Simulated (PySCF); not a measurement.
# RuH2: triplet, from a bent start

Where does triplet RuH2 go from a bent start, is the end point a minimum, and what are its modes, charges and moments?

The runs use PySCF 2.14.0; PBE0, basis Ru def2-TZVP with ECP28, H def2-TZVP, scalar-relativistic core potentials, no spin–orbit coupling, density fitting.

**1. Where the work starts**

3 atoms, charge 0, spin multiplicity 3.

Bond lengths: Ru1–H2 1.570 Å, Ru1–H3 1.570 Å. Angles: H2–Ru1–H3 110.0°.

```xyz
3
charge 0 multiplicity 3
Ru    0.0000    0.0000   -0.0175
H     1.2861    0.0000    0.8830
H    -1.2861    0.0000    0.8830
```

**2. Relaxing the triplet from the bent start**

The steps below are one call of a driver around PySCF. For each, scf.py gives the equivalent set-up of the SCF; relaxations use the driver's own optimiser. Before each start the driver seeks the lowest SCF state from one or more starting densities and follows internal instabilities, so scf.py alone need not reach the same state.

The program finds C2v symmetry in the start, which this walk keeps.

File scf.py:

```python
from pyscf import gto, scf, dft
mol = gto.M(atom='''
Ru     0.000000     0.000000    -0.017466
H      1.286100    -0.000000     0.883034
H     -1.286100     0.000000     0.883034''',
    basis={'Ru': 'def2-TZVP', 'H': 'def2-TZVP'},
    ecp={'Ru': 'def2-TZVP'},
    charge=0, spin=2)
mf = dft.UKS(mol, xc='PBE0')
mf.grids.atom_grid = (50, 194)
aux = {'Ru': 'def2-universal-JKFIT', 'H': 'def2-universal-JKFIT'}
mf = mf.density_fit(auxbasis=aux)
mf.kernel()
```

Energy and gradient, step by step:

```tsv
step	energy (Eh)	change (kJ/mol)	largest symmetric gradient (Eh/bohr)
0	-95.990472	0.00	0.01259
1	-95.992040	-4.12	0.00513
2	-95.992675	-5.78	0.00186
3	-95.992708	-5.87	0.00132
4	-95.992716	-5.89	0.00032
5	-95.992717	-5.89	0.00003
```

The walk needed 7.2 s of wall time on 4 threads, shared host.

Positions (Å) and forces (eV/Å) along the way:

```
step 0
Ru   0.000   0.000  -0.017   0.000   0.000  -0.648
H    1.286   0.000   0.883  -0.192   0.000   0.324
H   -1.286   0.000   0.883   0.192   0.000   0.324
step 1
Ru   0.000   0.000  -0.059   0.000   0.000  -0.264
H    1.244   0.000   0.904  -0.150   0.000   0.132
H   -1.244   0.000   0.904   0.150   0.000   0.132
step 3
Ru   0.000   0.000  -0.107   0.000   0.000   0.068
H    1.186   0.000   0.928  -0.050   0.000  -0.034
H   -1.186   0.000   0.928   0.050   0.000  -0.034
step 5
Ru   0.000   0.000  -0.108   0.000   0.000   0.002
H    1.181   0.000   0.928   0.000   0.000  -0.001
H   -1.181   0.000   0.928   0.000   0.000  -0.001
```

It settles in C2v symmetry, 5.9 kJ/mol below the start, after 5 steps: Ru–H 1.570 Å (×2); H–Ru–H 97.5°.

**3. Is it a minimum? Harmonic modes**

On the finer grid the gradient is checked again; gradients at displacements of ±0.01 bohr then give force constants and infrared intensities.

scf.py: that of step 2 with these lines changed.

```diff
@@ -3,3 +3,3 @@
-Ru     0.000000     0.000000    -0.017466
-H      1.286100    -0.000000     0.883034
-H     -1.286100     0.000000     0.883034''',
+Ru     0.000000    -0.000000    -0.020087
+H      1.180497    -0.000000     1.015546
+H     -1.180497     0.000000     1.015546''',
@@ -10 +10 @@
-mf.grids.atom_grid = (50, 194)
+mf.grids.atom_grid = (75, 302)
```

This SCF starts from the last density.

Log of the central SCF (cycles and frontier levels):

```text
init E= -95.9927229838529
[... the frontier-level lines of each cycle are left out ...]
cycle= 1 E= -95.9927229838927  delta_E= -3.98e-11  |g|= 2.64e-06  |ddm|= 1.04e-05
Extra cycle  E= -95.9927229839147  delta_E= -2.2e-11  |g|= 2.37e-06  |ddm|= 7.77e-06
converged SCF energy = -95.9927229839147  <S^2> = 2.0164757  2S+1 = 3.0109638
```

The whole step took 14 s.

Geometry: C2v; Ru–H 1.570 Å (×2); H–Ru–H 97.5°.

Modes, for the most abundant isotopes:

```
symmetry  ω (cm⁻¹)  IR (km/mol)
      a1       718         60.0
      b2      2039          226
      a1      2113         56.6
```

Every mode is real; the point is a minimum.

Properties at this point:

| Property | Result |
| --- | --- |
| Dipole moment | 2.58 D |
| Highest occupied level | -5.90 eV |
| Lowest empty level | -2.05 eV |
| Rotational constants | 7.952, 6.001, 3.42 cm⁻¹ |
| Zero-point energy | 29.1 kJ/mol |
| Principal polarisabilities | 36.1, 38.2, 44.4 bohr³ |
| Atomisation energy without zero-point energy | 515 kJ/mol |
| Principal traceless quadrupole moments about the centre of mass | -1.40, 0.28, 1.12 D Å |
| Entropy at 298.15 K and 1 bar (electronic part: spin only) | 233.9 J/(mol K) |
| Heat capacity Cp at 298.15 K | 36.7 J/(mol K) |
| Enthalpy at 298.15 K above 0 K | 10.20 kJ/mol |
| Rotational symmetry number | 2 |
| Spin squared ⟨S²⟩ | 2.016 |

Populations by atom (charges in e):

| atom | Mulliken | Löwdin | polar tensor | spin (Mulliken) | Mayer order to Ru1 |
| --- | --- | --- | --- | --- | --- |
| Ru1 | 0.09 | 0.07 | 0.58 | 2.18 | – |
| H2,3 | -0.05 | -0.03 | -0.29 | -0.09 | 0.99 |

Mulliken populations on Ru1 (outside its core potential): s 2.72, p 6.09, d 7.10, f 0.00.

**4. What came out**

| quantity | value |
| --- | --- |
| minimum | triplet, C2v |
| geometry | Ru–H 1.570 Å (×2); H–Ru–H 97.5° |
| wavenumbers (cm⁻¹) | 718 (a1), 2039 (b2), 2113 (a1) |
| dipole moment | 2.58 D |
| highest occupied, lowest empty level (either spin) | -5.90, -2.05 eV |
| polar-tensor charge of Ru1 | +0.58 e |
| zero-point energy | 29.1 kJ/mol |
| entropy at 298.15 K | 233.9 J/(mol K) |
| atomisation energy (no zero-point energy) | 515 kJ/mol |
| ⟨S²⟩ | 2.016 |

What this shows: The molecule stays C2v, as typed, and the end point is a minimum. In the infrared the band at 2039 cm⁻¹ (b2, stretch) leads. Most of the spin sits on Ru1 (Mulliken spin 2.18, against 2 for the whole molecule). Only this shape and spin were tried, so other structures or states may lie lower. One determinant may miss the lowest occupation of an open d or f shell.

The search up to here took 28 s.
